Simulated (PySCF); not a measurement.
# C5H14BFO: the cost of one run

Programs: PySCF 2.14.0, with routines of our own; each step states its level. All values are computed. Atoms count from 0.

## 1. The system as given

22 atoms, charge 0, multiplicity 1; geometry from: GFN2-xTB.

## 2. Magnetic properties: GIAO PBE0/pcSseg-1

Job settings and geometry (Å):

```
{"job": {"kind": "mag", "xc": "PBE0", "basis": "pcSseg-1", "isotopologues": 2}, "charge": 0, "multiplicity": 1}
C     -2.355040    -0.977427     0.209615
C     -1.046720    -0.621158    -0.491710
C     -1.290689     0.320854    -1.667625
C     -0.098260     0.039701     0.514160
O      1.178778     0.331388    -0.058763
C      2.048682    -0.781613    -0.101146
B      1.926912     1.672593     0.650501
F      0.951147     2.627651     0.557656
H     -2.182310    -1.681435     1.020809
H     -3.047954    -1.429530    -0.495325
H     -2.817817    -0.084211     0.622005
H     -0.593660    -1.546152    -0.866243
H     -0.347283     0.621157    -2.116477
H     -1.803793     1.217448    -1.328959
H     -1.900012    -0.163120    -2.426983
H     -0.513445     1.002760     0.815391
H      0.030255    -0.586220     1.406626
H      2.288412    -1.135640     0.906879
H      1.596035    -1.590089    -0.677602
H      2.964484    -0.454240    -0.588496
H      2.154721     1.356297     1.777472
H      2.847146     1.880371    -0.069277
```

Level: GIAO PBE0/pcSseg-1 magnetisability, rotational g tensor and spin-rotation constants, non-relativistic, gas phase.

Command:

```bash
$ OMP_NUM_THREADS=1 python excited_run.py task.json out
```

One launch serves the whole session: the jobs run in the order shown.

**Question.** How long does this first job take on 1 thread of Arm Neoverse V1, shared host, and how much memory does it need?

About 68 s, with a peak of 1 GiB.
